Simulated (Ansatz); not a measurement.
**B₂BrH₃O: basis-set convergence**

One table from this session's results is given with a row withheld; the runs are named, their logs left out.

The runs use Ansatz 0.2.0, Gaussian basis; one geometry, several basis sets.

Levels to be run: PBE0-D4/def2-SVP; ωB97M-V/def2-SVP; PBE0-D4/def2-QZVPP; ωB97M-V/def2-QZVPP; the functionals' def2-TZVPP values are taken from earlier runs.

### The geometry

The geometry comes from an earlier relaxation with PBE0-D4 in a triple-zeta def2 set; it is a stationary point, not always the lowest conformer.

SMILES `BB(O)Br`, 7 atoms, charge 0, spin multiplicity 1.

Atoms are counted from 1 here; the program's logs count them from 0.

Bond lengths: B1–B2 1.660 Å, B1–H5 1.196 Å, B1–H6 1.196 Å, B2–O3 1.338 Å, B2–Br4 1.968 Å, O3–H7 0.963 Å. Angles: B2–B1–H5 121.0°, B2–B1–H6 121.0°, H5–B1–H6 117.6°, B1–B2–O3 132.3°, B1–B2–Br4 107.5°, O3–B2–Br4 120.2°, B2–O3–H7 114.5°.

Set-up of the first run:

File in.yaml:

```yaml
crystal:
  periodic: [false, false, false]
  atoms:
    - {symbol: B, position_ang: [-0.628952, 1.053632, 0.116899]}
    - {symbol: B, position_ang: [0.218021, -0.370679, 0.011727]}
    - {symbol: O, position_ang: [0.619772, -1.249751, 0.936650]}
    - {symbol: Br, position_ang: [0.628380, -0.675262, -1.889202]}
    - {symbol: H, position_ang: [-1.818271, 1.074889, -0.010629]}
    - {symbol: H, position_ang: [-0.062167, 2.103615, 0.203248]}
    - {symbol: H, position_ang: [1.104516, -2.004444, 0.585507]}
basis:
  gaussian: {orbitals: def2-SVP}
hamiltonian: {xc: pbe0, dispersion: d4}
output: {orbitals: {seedname: orbitals}}
```

Started as:

```console
$ ansatz run in.yaml --threads 2 --pin off --events-out ev --progress --plain --max-ram 4352MiB
```

Among the steps run: PBE0-D4 in def2-SVP; ωB97M-V in def2-SVP; PBE0-D4 in def2-QZVPP; ωB97M-V in def2-QZVPP.

One table of the session follows, with a row left open; its other results are not shown here.

It belongs to the step «Functionals by basis». 

| functional | basis | HOMO (eV) | LUMO (eV) |
| --- | --- | --- | --- |
| PBE0-D4 | def2-SVP | ? | ? |
| PBE0-D4 | def2-TZVPP | -8.29 | -1.97 |
| PBE0-D4 | def2-QZVPP | -8.30 | -1.99 |
| ωB97M-V | def2-SVP | -10.31 | 0.24 |
| ωB97M-V | def2-TZVPP | -10.46 | -0.02 |
| ωB97M-V | def2-QZVPP | -10.48 | -0.08 |

Estimate the missing values for PBE0-D4, def2-SVP.

The run gave: HOMO (eV): -8.17; LUMO (eV): -1.83. In the column «HOMO (eV)» it is the highest.
